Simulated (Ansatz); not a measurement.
**ZnH₂O + HF: a complex and its separated parts**

Aim: how far the complex at one end of a reaction step lies below its separated, relaxed parts, level by level.

Program: Ansatz 0.2.0, Gaussian basis. Level of theory: PBE0-D4/def2-TZVP structures, single points in def2-TZVPP, no counterpoise correction. These are calculated values, not measurements.

Levels: SPW92, PBE-D4, BLYP-D4, r2SCAN-D4, B97M-V, PBE0-D4, B3LYP-D4, r2SCAN0-D4, BHLYP-D4, CAM-B3LYP-D4, wB97X-V, wB97M-V, B2PLYP, PBE-QIDH, RPA on PBE, Hartree-Fock, MP2, CCSD, CCSD(T).

Correlated methods freeze the cores. The 3s and 3p shells of Cu and Zn are frozen; filled d shells are correlated. B3LYP uses VWN-RPA correlation. B2PLYP carries no dispersion term here.

21 further runs of the same task are left out: 21 set aside as unsound or not needed.

## 1. Where the work starts

The complex: 6 atoms, charge 0, spin multiplicity 1.

Atoms are counted from 1 here; the program's logs count them from 0.

Bond lengths: Zn1–O3 1.772 Å, Zn1–H5 1.531 Å, F2–H4 0.930 Å, O3–H6 0.959 Å. Angles: O3–Zn1–H5 172.5°, Zn1–O3–H6 116.0°.

Coordinates:

```xyz
6

Zn    0.32443    0.60547    0.43126
F    -0.32630   -0.96633   -1.70504
O    -0.31470    0.09305    2.00284
H     0.20470   -0.22854   -1.90050
H     0.95957    1.20003   -0.82829
H    -0.84761   -0.70367    1.99973
```

Its parts: ZnH₂O holds atoms 1, 3, 5, 6; HF holds atoms 2, 4. Each part counts its atoms afresh in its own runs.

## 2. Relaxing ZnH₂O alone

Contents of relax-a/in.yaml:

```yaml
crystal:
  periodic: [false, false, false]
  atoms:
    - {symbol: Zn, position_ang: [0.324429, 0.605467, 0.431263]}
    - {symbol: O, position_ang: [-0.314695, 0.093049, 2.002836]}
    - {symbol: H, position_ang: [0.959565, 1.200031, -0.828289]}
    - {symbol: H, position_ang: [-0.847606, -0.703671, 1.999734]}
basis:
  gaussian: {orbitals: def2-TZVP}
hamiltonian: {xc: pbe0, dispersion: d4}
relax: {f_tol: 0.005, max_steps: 200}
```

No record of the launch command was kept for these runs.

Standard output, shortened:

```text
Functional definition: PBE0
  name "PBE0"
  cite "Adamo & Barone, J. Chem. Phys. 110, 6158 (1999) doi:10.1063/1.478522"
  cite "Perdew, Burke & Ernzerhof, Phys. Rev. Lett. 77, 3865 (1996) doi:10.1103/PhysRevLett.77.3865"
  parent pbe
[...]
780 factors; their error is unknown
[...]
mean field -50491.45351305 eV, -1855.5266922683 hartree, gradient 2.8e-5 eV, S^2 0.000000; 0 other end points of the search recorded, 0 dependent functions left out
[...]
reference -50491.45354249 eV, -1855.5266933502 hartree; 20, 20 occupied and 71, 71 virtual orbitals, 780 factors
relax step   1: F+E_penalty+E_count = -50491.48324684 eV  Δ(F+E_penalty+E_count) = +0.000e0 eV  max|allowed force component| = 2.597e-1 eV/Å  Δτ_max = 0.0000 Å  (24 SCF iters, accepted)
[...]
relax step   5: F+E_penalty+E_count = -50491.48989779 eV  Δ(F+E_penalty+E_count) = -7.537e-5 eV  max|allowed force component| = 1.571e-2 eV/Å  Δτ_max = 0.0044 Å  (29 SCF iters, accepted)
[...]
relax step   6: F+E_penalty+E_count = -50491.48990835 eV  Δ(F+E_penalty+E_count) = -1.056e-5 eV  max|allowed force component| = 3.045e-4 eV/Å  Δτ_max = 0.0013 Å  (30 SCF iters, accepted)
780 factors; their error is unknown
[...]
mean field -50491.46010752 eV, -1855.5269346106 hartree, gradient 4.2e-5 eV, S^2 0.000000; 1 other end points of the search recorded, 0 dependent functions left out
[...]
reference -50491.46013706 eV, -1855.5269356962 hartree; 20, 20 occupied and 71, 71 virtual orbitals, 780 factors
Total energy: -50491.48993789 eV, -1855.5280308563 hartree
Atom 0 at     0.341643     0.634378     0.442194 Å, force    -0.000093    -0.000142    -0.000010 eV/Å
Atom 1 at    -0.317884     0.086262     1.995815 Å, force    -0.000088    -0.000185    -0.000191 eV/Å
Atom 2 at     0.949073     1.183420    -0.831391 Å, force    -0.000017     0.000022     0.000171 eV/Å
Atom 3 at    -0.851139    -0.709184     1.998925 Å, force     0.000198     0.000305     0.000030 eV/Å
Dipole moment:    -0.063625    -0.168306    -0.260707 e Å
```

Run time: 4.8 s. Hardware: 4 threads, shared host; peak memory 0.16 GiB.

Along the way:

```tsv
step	energy from step 1 (eV)	largest force component (eV/Å)
1	0.0000	0.2597
2	-0.0055	0.0986
3	-0.0066	0.0309
4	-0.0066	0.0431
5	-0.0067	0.0157
6	-0.0067	0.0003
```

Close pairs (by a distance rule), those that changed most:

```tsv
bond	before (Å)	after (Å)	change (Å)
Zn1–H3	1.531	1.514	-0.017
Zn1–O2	1.772	1.775	+0.002
O2–H4	0.959	0.958	-0.001
```

## 3. Relaxing HF alone

Contents of relax-b/in.yaml:

```yaml
crystal:
  periodic: [false, false, false]
  atoms:
    - {symbol: F, position_ang: [-0.326295, -0.966334, -1.705042]}
    - {symbol: H, position_ang: [0.204702, -0.228541, -1.900504]}
basis:
  gaussian: {orbitals: def2-TZVP}
hamiltonian: {xc: pbe0, dispersion: d4}
relax: {f_tol: 0.005, max_steps: 200}
```

Standard output, shortened:

```text
[... 5 set-up lines as earlier in the session ...]
[...]
200 factors; their error is unknown
[...]
mean field -2731.79888822 eV, -100.3917574624 hartree, gradient 6.9e-6 eV, S^2 0.000000; 0 other end points of the search recorded, 0 dependent functions left out
[...]
reference -2731.79889680 eV, -100.3917577777 hartree; 5, 5 occupied and 32, 32 virtual orbitals, 200 factors
relax step   1: F+E_penalty+E_count = -2731.80040471 eV  Δ(F+E_penalty+E_count) = +0.000e0 eV  max|allowed force component| = 4.526e-1 eV/Å  Δτ_max = 0.0000 Å  (21 SCF iters, accepted)
[...]
relax step   2: F+E_penalty+E_count = -2731.80309244 eV  Δ(F+E_penalty+E_count) = -2.688e-3 eV  max|allowed force component| = 9.565e-2 eV/Å  Δτ_max = 0.0039 Å  (25 SCF iters, accepted)
[...]
relax step   3: F+E_penalty+E_count = -2731.80321318 eV  Δ(F+E_penalty+E_count) = -1.207e-4 eV  max|allowed force component| = 2.445e-3 eV/Å  Δτ_max = 0.0010 Å  (25 SCF iters, accepted)
200 factors; their error is unknown
[...]
mean field -2731.80169991 eV, -100.3918607898 hartree, gradient 2.5e-5 eV, S^2 0.000000; 1 other end points of the search recorded, 0 dependent functions left out
[...]
reference -2731.80170834 eV, -100.3918610999 hartree; 5, 5 occupied and 32, 32 virtual orbitals, 200 factors
Total energy: -2731.80322162 eV, -100.3919167118 hartree
Atom 0 at    -0.323501    -0.962452    -1.706070 Å, force    -0.001760    -0.002445     0.000648 eV/Å
Atom 1 at     0.201908    -0.232423    -1.899476 Å, force     0.001760     0.002445    -0.000648 eV/Å
Dipole moment:     0.228900     0.318044    -0.084259 e Å
```

It took 0.4 s on 4 threads, shared host.

The steps of the relaxation:

```tsv
step	energy from step 1 (eV)	largest force component (eV/Å)
1	0.0000	0.4526
2	-0.0027	0.0956
3	-0.0028	0.0024
```

The bond:

```tsv
bond	before (Å)	after (Å)	change (Å)
F1–H2	0.930	0.920	-0.010
```

## 4. wB97M-V/def2-TZVPP

Contents of parta/in.yaml:

```yaml
crystal:
  periodic: [false, false, false]
  atoms:
    - {symbol: Zn, position_ang: [0.341643, 0.634378, 0.442194]}
    - {symbol: O, position_ang: [-0.317884, 0.086262, 1.995815]}
    - {symbol: H, position_ang: [0.949073, 1.183420, -0.831391]}
    - {symbol: H, position_ang: [-0.851139, -0.709184, 1.998925]}
basis:
  gaussian: {orbitals: def2-TZVPP}
hamiltonian: {xc: {name: wB97M-V}}
```

Contents of partb/in.yaml:

```yaml
crystal:
  periodic: [false, false, false]
  atoms:
    - {symbol: F, position_ang: [-0.323501, -0.962452, -1.706070]}
    - {symbol: H, position_ang: [0.201908, -0.232423, -1.899476]}
basis:
  gaussian: {orbitals: def2-TZVPP}
hamiltonian: {xc: {name: wB97M-V}}
```

Output in parta, shortened:

```text
Functional definition: wB97M-V
  name "wB97M-V"
  cite "Mardirossian & Head-Gordon, J. Chem. Phys. 144, 214110 (2016) doi:10.1063/1.4952647"
  cite "Becke, J. Chem. Phys. 107, 8554 (1997) doi:10.1063/1.475007"
  cite "Vydrov & Van Voorhis, J. Chem. Phys. 133, 244103 (2010) doi:10.1063/1.3521275"
  # Of w^i u^j: cxij and so on, Table III.
[...]
  gx(w, u) = 1 - cx + cx01*u + cx10*w
  gss(w, u) = css00 + css04*u^4 + css10*w + css20*w^2 + css43*w^4*u^3
  gos(w, u) = cos00 + cos10*w + (cos20 + cos21*u)*w^2 + (cos60 + cos61*u)*w^6
[...]
      + integral(e_c_pw_mod_opposite_spin*gos(b97_w_opposite, b97_u_opposite)) + vv10(b, c)
805 factors; their error is unknown
137 factors; integrals over basis functions are off by at most 3.4e-5 eV
[...]
mean field -50497.20357166 eV, -1855.7380030246 hartree, gradient 6.6e-5 eV, S^2 0.000000; 0 other end points of the search recorded, 0 dependent functions left out
reference -50497.20361825 eV, -1855.7380047367 hartree; 20, 20 occupied and 103, 103 virtual orbitals, 805 factors
Total energy: -50497.20361825 eV, -1855.7380047367 hartree
```

Log of partb, shortened:

```text
[... 5 set-up lines as earlier in the session ...]
  # Of w^i u^j: cxij and so on, Table III.
[...]
  gx(w, u) = 1 - cx + cx01*u + cx10*w
  gss(w, u) = css00 + css04*u^4 + css10*w + css20*w^2 + css43*w^4*u^3
  gos(w, u) = cos00 + cos10*w + (cos20 + cos21*u)*w^2 + (cos60 + cos61*u)*w^6
[...]
      + integral(e_c_pw_mod_opposite_spin*gos(b97_w_opposite, b97_u_opposite)) + vv10(b, c)
215 factors; their error is unknown
48 factors; integrals over basis functions are off by at most 2.2e-5 eV
[...]
mean field -2733.67553202 eV, -100.4607228500 hartree, gradient 1.2e-5 eV, S^2 0.000000; 0 other end points of the search recorded, 0 dependent functions left out
reference -2733.67554669 eV, -100.4607233889 hartree; 5, 5 occupied and 40, 40 virtual orbitals, 215 factors
Total energy: -2733.67554669 eV, -100.4607233889 hartree
```

Times: 2.2 s (parta), 0.3 s (partb) on 4 threads, shared host; peak memory 0.26 GiB.

## 5. CCSD(T)/def2-TZVPP

Changes to parta/in.yaml since step 4:

```diff
@@ -9,2 +9,2 @@
   gaussian: {orbitals: def2-TZVPP}
-hamiltonian: {xc: {name: wB97M-V}}
+correlation: {method: ccsd_t, frozen_orbitals: {H: 0, O: 1, Zn: 9}}
```

Changes to partb/in.yaml since step 4:

```diff
@@ -7,2 +7,2 @@
   gaussian: {orbitals: def2-TZVPP}
-hamiltonian: {xc: {name: wB97M-V}}
+correlation: {method: ccsd_t}
```

Log of parta, shortened:

```text
Functional definition: HF
  name "HF"
  cite "Fock, Z. Phys. 61, 126 (1930) doi:10.1007/BF01340294"
[... 1 set-up line as earlier in the session ...]
[...]
809 factors; integrals over basis functions are off by at most 1.3e-3 eV
[...]
mean field -50446.21918944 eV, -1853.8643615363 hartree, gradient 1.4e-6 eV, S^2 0.000000; 0 other end points of the search recorded, 0 dependent functions left out
10 core orbitals not correlated: weight in the atoms' cores, before any rotation towards them, 1.000 or more for the frozen orbitals, at most 0.000 for the correlated occupied ones
reference -50446.21918944 eV, -1853.8643615363 hartree; 10, 10 occupied and 103, 103 virtual orbitals, 809 factors
second order -20.85267182 eV of doubles, -0.00000000 eV of singles
cycle   1  -18.98280645 eV  change     1.9e0 eV  update   1.2e-1
[...]
cycle  10  -19.70808532 eV  change   -2.3e-5 eV  update   1.1e-5
perturbative correction -0.62369013 eV, -0.0229201896 hartree
Total energy: -50466.55096489 eV, -1854.6115405028 hartree
```

Log of partb, shortened:

```text
[... 4 set-up lines as earlier in the session ...]
[...]
287 factors; integrals over basis functions are off by at most 1.0e-3 eV
[...]
mean field -2722.91276689 eV, -100.0651985267 hartree, gradient 4.5e-6 eV, S^2 0.000000; 0 other end points of the search recorded, 0 dependent functions left out
1 core orbitals not correlated: weight in the atoms' cores, before any rotation towards them, 1.000 or more for the frozen orbitals, at most 0.000 for the correlated occupied ones
reference -2722.91276689 eV, -100.0651985267 hartree; 4, 4 occupied and 40, 40 virtual orbitals, 287 factors
second order -7.36480254 eV of doubles, -0.00000000 eV of singles
cycle   1  -7.29617812 eV  change    6.9e-2 eV  update   3.9e-2
[...]
cycle   8  -7.43085070 eV  change    5.1e-7 eV  update   3.3e-6
perturbative correction -0.17033245 eV, -0.0062596022 hartree
Total energy: -2730.51395005 eV, -100.3445368554 hartree
```

Wall times: 2.2 s (parta), 0.2 s (partb) on 4 threads, shared host; peak memory 0.44 GiB.

## 6. Vibrations of ZnH₂O

Contents of vib-parta/in.yaml:

```yaml
crystal:
  periodic: [false, false, false]
  atoms:
    - {symbol: Zn, position_ang: [0.341643, 0.634378, 0.442194]}
    - {symbol: O, position_ang: [-0.317884, 0.086262, 1.995815]}
    - {symbol: H, position_ang: [0.949073, 1.183420, -0.831391]}
    - {symbol: H, position_ang: [-0.851139, -0.709184, 1.998925]}
basis:
  gaussian: {orbitals: def2-TZVP}
hamiltonian: {xc: pbe0, dispersion: d4}
phonons: {temperatures: {t_min: 298.15, t_max: 900, t_step: 200}}
```

Standard output, shortened:

```text
[... 5 set-up lines as earlier in the session ...]
[...]
780 factors; their error is unknown
[...]
mean field -50491.46010754 eV, -1855.5269346111 hartree, gradient 2.9e-5 eV, S^2 0.000000; 0 other end points of the search recorded, 0 dependent functions left out
[...]
reference -50491.46013708 eV, -1855.5269356968 hartree; 20, 20 occupied and 71, 71 virtual orbitals, 780 factors
[... from here to the last solve, the lines of the solves are left out (15 solves) ...]
780 factors; their error is unknown
[...]
mean field -50491.46010540 eV, -1855.5269345325 hartree, gradient 2.1e-6 eV, S^2 0.000000; 0 other end points of the search recorded, 0 dependent functions left out
[...]
reference -50491.46013494 eV, -1855.5269356182 hartree; 20, 20 occupied and 71, 71 virtual orbitals, 780 factors
Total energy: -50491.48993790 eV, -1855.5280308569 hartree
Atom 0 at     0.341643     0.634378     0.442194 Å, force    -0.000092    -0.000141    -0.000013 eV/Å
Atom 1 at    -0.317884     0.086262     1.995815 Å, force    -0.000074    -0.000163    -0.000190 eV/Å
Atom 2 at     0.949073     1.183420    -0.831391 Å, force    -0.000018     0.000022     0.000173 eV/Å
Atom 3 at    -0.851139    -0.709184     1.998925 Å, force     0.000183     0.000282     0.000030 eV/Å
Dipole moment:    -0.063625    -0.168306    -0.260707 e Å
Vibrations: 471.34 488.67 666.34 722.84 1985.05 3924.01 cm⁻¹, zero-point energy 0.511947 eV
```

Wall time 8 s (4 threads, shared host); peak memory 0.16 GiB.

The modes, with what each moves most:

```tsv
mode	wavenumber (cm⁻¹)	character
1	471	bend
2	489	bend
3	666	Zn–O stretch
4	723	bend
5	1985	Zn–H stretch
6	3924	O–H stretch
```

Vibrational sums (real modes only):

```tsv
T (K)	entropy (J/mol/K)	heat capacity (J/mol/K)
298	8.6	17.9
498	20.3	27.1
698	30.2	32.0
898	38.7	35.3
```

## 7. Vibrations of HF

Contents of vib-partb/in.yaml:

```yaml
crystal:
  periodic: [false, false, false]
  atoms:
    - {symbol: F, position_ang: [-0.323501, -0.962452, -1.706070]}
    - {symbol: H, position_ang: [0.201908, -0.232423, -1.899476]}
basis:
  gaussian: {orbitals: def2-TZVP}
hamiltonian: {xc: pbe0, dispersion: d4}
phonons: {temperatures: {t_min: 298.15, t_max: 900, t_step: 200}}
```

Standard output, shortened:

```text
[... 5 set-up lines as earlier in the session ...]
[...]
200 factors; their error is unknown
[...]
mean field -2731.80169990 eV, -100.3918607897 hartree, gradient 6.9e-6 eV, S^2 0.000000; 0 other end points of the search recorded, 0 dependent functions left out
[...]
reference -2731.80170834 eV, -100.3918610998 hartree; 5, 5 occupied and 32, 32 virtual orbitals, 200 factors
[...]
200 factors; their error is unknown
[...]
mean field -2731.80169991 eV, -100.3918607901 hartree, gradient 3.9e-7 eV, S^2 0.000000; 0 other end points of the search recorded, 0 dependent functions left out
[...]
reference -2731.80170835 eV, -100.3918611001 hartree; 5, 5 occupied and 32, 32 virtual orbitals, 200 factors
[...]
200 factors; their error is unknown
[...]
mean field -2731.80151830 eV, -100.3918541160 hartree, gradient 3.9e-7 eV, S^2 0.000000; 0 other end points of the search recorded, 0 dependent functions left out
[...]
reference -2731.80152677 eV, -100.3918544274 hartree; 5, 5 occupied and 32, 32 virtual orbitals, 200 factors
[...]
200 factors; their error is unknown
mean field -2731.80150195 eV, -100.3918535151 hartree, gradient 3.9e-7 eV, S^2 0.000000; 0 other end points of the search recorded, 0 dependent functions left out
[...]
reference -2731.80151035 eV, -100.3918538238 hartree; 5, 5 occupied and 32, 32 virtual orbitals, 200 factors
Total energy: -2731.80322162 eV, -100.3919167117 hartree
Atom 0 at    -0.323501    -0.962452    -1.706070 Å, force    -0.001792    -0.002490     0.000660 eV/Å
Atom 1 at     0.201908    -0.232423    -1.899476 Å, force     0.001792     0.002490    -0.000660 eV/Å
Dipole moment:     0.228899     0.318044    -0.084259 e Å
Vibrations: 4153.65 cm⁻¹, zero-point energy 0.257494 eV
```

Wall time 0.85 s (4 threads, shared host).

Wavenumbers and character of the modes:

```tsv
mode	wavenumber (cm⁻¹)	character
1	4154	F–H stretch
```

Vibrational sums (real modes only):

```tsv
T (K)	entropy (J/mol/K)	heat capacity (J/mol/K)
298	0.0	0.0
498	0.0	0.0
698	0.0	0.1
898	0.1	0.5
```

## 8. Complex less separated parts

The complex's own energies come from single points at the same levels. Levels not printed above were run the same way.

Rows are in def2-TZVPP; times add the 3 runs of a level on a shared host, so small differences are noise.

Differences are taken before rounding.

```tsv
method	rung	complex less parts (kJ/mol)	from CCSD(T) (kJ/mol)	time
SPW92	LDA	-30.9	-16.7	1.2 s
PBE-D4	GGA	-19.9	-5.6	1.6 s
BLYP-D4	GGA	-15.8	-1.6	1.8 s
r2SCAN-D4	meta-GGA	-19.5	-5.3	3.8 s
B97M-V	meta-GGA	-19.1	-4.9	6.3 s
PBE0-D4	hybrid	-17.8	-3.6	2.3 s
B3LYP-D4	hybrid	-15.8	-1.5	2.2 s
r2SCAN0-D4	hybrid	-18.3	-4.0	4.2 s
BHLYP-D4	hybrid	-16.1	-1.9	2.2 s
CAM-B3LYP-D4	range-separated hybrid	-17.9	-3.7	2.5 s
wB97X-V	range-separated hybrid	-17.9	-3.6	5.5 s
wB97M-V	range-separated hybrid	-18.1	-3.9	6.4 s
B2PLYP	double hybrid	-13.6	+0.6	4 s
PBE-QIDH	double hybrid	-15.3	-1.1	3.7 s
RPA on PBE	RPA	-10.5	+3.8	3.4 s
Hartree-Fock	wavefunction	-6.4	+7.9	
MP2	wavefunction	-13.6	+0.6	
CCSD	wavefunction	-12.8	+1.4	
CCSD(T)	wavefunction	-14.2	0	31 s
```

Among the levels timed on like hardware and quicker than the yardstick, those that no quicker one beats, quickest first: SPW92 (1.2 s, -16.7 kJ/mol); PBE-D4 (1.6 s, -5.6 kJ/mol); BLYP-D4 (1.8 s, -1.6 kJ/mol); B3LYP-D4 (2.2 s, -1.5 kJ/mol); PBE-QIDH (3.7 s, -1.1 kJ/mol); B2PLYP (4 s, +0.6 kJ/mol).

B2PLYP reaches 0.6 kJ/mol from the reference in 4 s, where CCSD(T) took 31 s; the quickest level in the cost chart, SPW92, takes 1.2 s and misses by 16.7 kJ/mol.

The complex's zero-point energy, from a separate PBE0-D4 run, is 0.831 eV.

## 9. What came out

| quantity | value |
| --- | --- |
| complex less parts, CCSD(T)/def2-TZVPP | -14.2 kJ/mol |
| with zero-point energy | -8.3 kJ/mol |
| largest T1 diagnostic | 0.018 |

At CCSD(T) the complex lies 14.2 kJ/mol below its parts. The functionals run from B2PLYP, off by +0.6 kJ/mol, to SPW92, off by -16.7 kJ/mol, against CCSD(T). By rung, the mean size of the error is: LDA 16.7, GGA 3.6, meta-GGA 5.1, hybrid 2.8, range-separated hybrid 3.7, double hybrid 0.9 kJ/mol. PBE-D4 gives a relative energy 5.6 kJ/mol too low, outside chemical accuracy (1 kcal/mol, 4.2 kJ/mol). No counterpoise was applied, and triple zeta lacks some correlation, so the CCSD(T) reference has a basis error of its own, and close matches with it are partly luck.
